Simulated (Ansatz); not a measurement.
C₂H₆OSe, SMILES C[Se](C)=O: vertical spin-state energies, run with Ansatz 0.2.0, Python API.

`spin_c2h6ose.py`:
```python
import ansatz as az


def main() -> None:
    geometry_ang = [
        ('C', [-1.3876, 0.1808, -0.2619]),
        ('Se', [-0.0147, -1.2053, -0.2816]),
        ('C', [1.4201, 0.0932, -0.034]),
        ('O', [-0.1535, -1.4226, 1.3448]),
        ('H', [-2.3878, -0.2974, -0.2217]),
        ('H', [-1.3127, 0.785, -1.1894]),
        ('H', [-1.2691, 0.8465, 0.6186]),
        ('H', [1.2028, 0.7694, 0.8192]),
        ('H', [2.3693, -0.4459, 0.1644]),
        ('H', [1.5333, 0.6962, -0.9584]),
    ]
    mol = az.Crystal.molecule()
    for symbol, xyz in geometry_ang:
        mol = mol.atom(symbol, xyz)

    calculation = mol.calculation()
    calculation = calculation.basis(gaussian='cc-pVDZ')
    calculation = calculation.functional('r2scan0')
    found = {}
    for unpaired in [0, 2]:
        rep = calculation.spin('collinear', total=unpaired).run(threads=1, backend='cpu').report
        s = unpaired / 2
        found[unpaired] = rep['free_energy_ev']
        print(f'2S+1 = {unpaired + 1}: E = {found[unpaired]:.5f} eV, <S^2> = {abs(rep["mean_field"]["state"]["spin_squared"]):.3f} (pure state {s * (s + 1):.2f})')
    lowest = min(found, key=found.get)
    for unpaired, e in found.items():
        print(f'multiplicity {unpaired + 1}: {96.485332 * (e - found[lowest]):.1f} kJ/mol above the lowest')


if __name__ == '__main__':
    main()
```

Which spin state is lowest at this geometry, and how far above lie the others?

In order: multiplicity 1 (+0.00 eV) and multiplicity 3 (+3.55 eV), all at the one geometry.

The run itself:

```console
$ python spin_c2h6ose.py
2S+1 = 1: E = -69562.11474 eV, <S^2> = 0.000 (pure state 0.00)
2S+1 = 3: E = -69558.56488 eV, <S^2> = 2.008 (pure state 2.00)
multiplicity 1: 0.0 kJ/mol above the lowest
multiplicity 3: 342.5 kJ/mol above the lowest
```

Reading the output:
- Total energies depend on the basis set; only differences at equal settings carry meaning.
- The geometry is a force-field or estimated start, not a minimum of this method, and the basis set is short of its limit. All parts are taken at fixed geometry, without zero-point energy.
- It ran for 51 s on 1 thread of Arm Neoverse V2, with other jobs on the host, peak memory 0.42 GiB.
